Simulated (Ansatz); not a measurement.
# K2CrSO7: a single-point run

Aim: the field gradients at the nuclei of K2CrSO7, from a sound single-point run.

Method: DFT, PBE, plane-wave PAW, default files, scalar-relativistic, in Ansatz 0.2.0.

### Step 1. The structure to begin with

It takes space group P2_1/c (No. 14, monoclinic). Conventional cell: a = 7.530 Å, b = 7.523 Å, c = 15.023 Å, α = 90.00°, β = 118.62°, γ = 90.00°. K (site symmetry 1) has 8 O at 2.83 to 2.97 Å as nearest neighbours. K (site symmetry 1) has 8 O at 2.78 to 3.22 Å as nearest neighbours. Cr (site symmetry 1) is surrounded by 4 O at 1.62 to 1.83 Å. Around S (site symmetry 1) lie 4 O at 1.46 to 1.61 Å. O (site symmetry 1) is surrounded by 1 Cr at 1.64 Å. O (site symmetry 1) is surrounded by 1 S at 1.46 Å. O (site symmetry 1) has 1 S at 1.61 Å and 1 Cr at 1.83 Å as nearest neighbours. O (site symmetry 1) has 1 S at 1.47 Å as nearest neighbours. Only part of the 11 independent sites is listed.

The input asks for a charge of +10 e on the cell.

Coordinates:

```
K Cr S O
1.0
     7.53030    0.00000    0.00000
     0.00000    7.52305    0.00000
    -7.19542    0.00000   13.18814
K Cr S O
8 4 4 28
Cartesian
  -4.5404 2.8631 8.6505
  -2.1388 1.5601 11.3967
  1.2775 6.6246 11.1317
  1.4589 2.2014 4.8026
  2.4737 5.9629 1.7915
  -1.1240 5.3217 8.3855
  4.8752 4.6599 4.5377
  -0.9426 0.8984 2.0564
  -5.9188 2.4927 12.1266
  6.2537 5.0304 1.0615
  2.6560 6.2542 7.6556
  -2.3211 1.2688 5.5325
  -2.6137 5.3327 11.6522
  -0.6491 1.5712 8.1300
  2.9486 2.1904 1.5359
  0.9840 5.9519 5.0582
  1.6561 5.3825 8.6139
  -0.2482 0.5597 9.1095
  -1.3852 0.6926 6.9950
  -1.6035 6.2655 11.1298
  0.3734 1.5275 12.5878
  -4.9189 1.6210 11.1683
  -3.0146 4.3212 10.6727
  -0.0385 5.9956 0.6003
  4.6566 7.4971 4.7318
  2.2126 3.0689 0.4009
  0.4689 2.2516 7.4728
  0.5831 6.9634 4.0786
  -3.7317 6.0131 12.3094
  1.9942 5.0190 4.5357
  3.9711 2.2340 5.9938
  -0.1340 5.2714 5.7153
  -4.3217 0.0259 8.4563
  1.7200 6.8305 6.1931
  -0.7240 3.7356 1.8623
  -1.6593 2.5040 8.6524
  -1.3212 2.1405 4.5742
  4.0666 1.5099 0.8787
  1.0589 3.7874 11.3259
  3.3495 3.2018 2.5155
  -1.8777 4.4541 12.7872
  -3.6362 5.2890 7.1944
  1.9384 1.2575 2.0583
  5.2538 5.9020 2.0199
```

### Step 2. Input and run

input.yaml

```yaml
crystal:
  lattice:
    - [7.5303, 0.0, 0.0]
    - [0.0, 7.523054, 0.0]
    - [-7.195419, 0.0, 13.18814]
  atoms:
    - { symbol: K, position: [0.023813, 0.380578, 0.655928] }
    - { symbol: K, position: [0.541704, 0.207382, 0.86416] }
    - { symbol: K, position: [0.976187, 0.880578, 0.844072] }
    - { symbol: K, position: [0.541704, 0.292618, 0.36416] }
    - { symbol: K, position: [0.458296, 0.792618, 0.13584] }
    - { symbol: K, position: [0.458296, 0.707382, 0.63584] }
    - { symbol: K, position: [0.976187, 0.619422, 0.344072] }
    - { symbol: K, position: [0.023813, 0.119422, 0.155928] }
    - { symbol: Cr, position: [0.092614, 0.331339, 0.919508] }
    - { symbol: Cr, position: [0.907386, 0.668661, 0.080492] }
    - { symbol: Cr, position: [0.907386, 0.831339, 0.580492] }
    - { symbol: Cr, position: [0.092614, 0.168661, 0.419508] }
    - { symbol: S, position: [0.497152, 0.708848, 0.883538] }
    - { symbol: S, position: [0.502848, 0.208848, 0.616462] }
    - { symbol: S, position: [0.502848, 0.291152, 0.116462] }
    - { symbol: S, position: [0.497152, 0.791152, 0.383538] }
    - { symbol: O, position: [0.844034, 0.715473, 0.653158] }
    - { symbol: O, position: [0.627057, 0.074396, 0.690738] }
    - { symbol: O, position: [0.322869, 0.092061, 0.530401] }
    - { symbol: O, position: [0.593455, 0.832846, 0.843926] }
    - { symbol: O, position: [0.961617, 0.20304, 0.954482] }
    - { symbol: O, position: [0.155966, 0.215473, 0.846842] }
    - { symbol: O, position: [0.372943, 0.574396, 0.809262] }
    - { symbol: O, position: [0.038383, 0.79696, 0.045518] }
    - { symbol: O, position: [0.961215, 0.996555, 0.358793] }
    - { symbol: O, position: [0.322869, 0.407939, 0.030401] }
    - { symbol: O, position: [0.603697, 0.299294, 0.56663] }
    - { symbol: O, position: [0.372943, 0.925604, 0.309262] }
    - { symbol: O, position: [0.396303, 0.799294, 0.93337] }
    - { symbol: O, position: [0.593455, 0.667154, 0.343926] }
    - { symbol: O, position: [0.961617, 0.29696, 0.454482] }
    - { symbol: O, position: [0.396303, 0.700706, 0.43337] }
    - { symbol: O, position: [0.038785, 0.003445, 0.641207] }
    - { symbol: O, position: [0.677131, 0.907939, 0.469599] }
    - { symbol: O, position: [0.038785, 0.496555, 0.141207] }
    - { symbol: O, position: [0.406545, 0.332846, 0.656074] }
    - { symbol: O, position: [0.155966, 0.284527, 0.346842] }
    - { symbol: O, position: [0.603697, 0.200706, 0.06663] }
    - { symbol: O, position: [0.961215, 0.503445, 0.858793] }
    - { symbol: O, position: [0.627057, 0.425604, 0.190738] }
    - { symbol: O, position: [0.677131, 0.592061, 0.969599] }
    - { symbol: O, position: [0.038383, 0.70304, 0.545518] }
    - { symbol: O, position: [0.406545, 0.167154, 0.156074] }
    - { symbol: O, position: [0.844034, 0.784527, 0.153158] }
kpoints:
  mp_grid: { grid: [4, 3, 2] }
scf:
  occupations: { method: fermi_dirac, width: 0.02 }
  max_iter: 60
hamiltonian:
  xc: pbe
  pseudopotentials: { kind: paw }
output:
  forces: true
  stress: true
  populations: true
  efg:
    quadrupole_moments_barn: { K: 0.0603, Cr: -0.15, S: -0.0694, O: -0.02558 }
    contact_densities: true
total_charge: 10
```

Launch:

```bash
> ansatz run input.yaml --threads 1 --pin off --max-ram 3072MiB --backend cpu --events-out ev --progress --plain --runs-dir out
```

Q: Will this input give a usable result? If not, why, and what should change?

The run converged and reported no error. That alone doesn't make the input a sound one.

In the input, total_charge is 10. The net charge is not the one intended, so the run treats another number of electrons.

The test: delete total_charge (the default then holds).
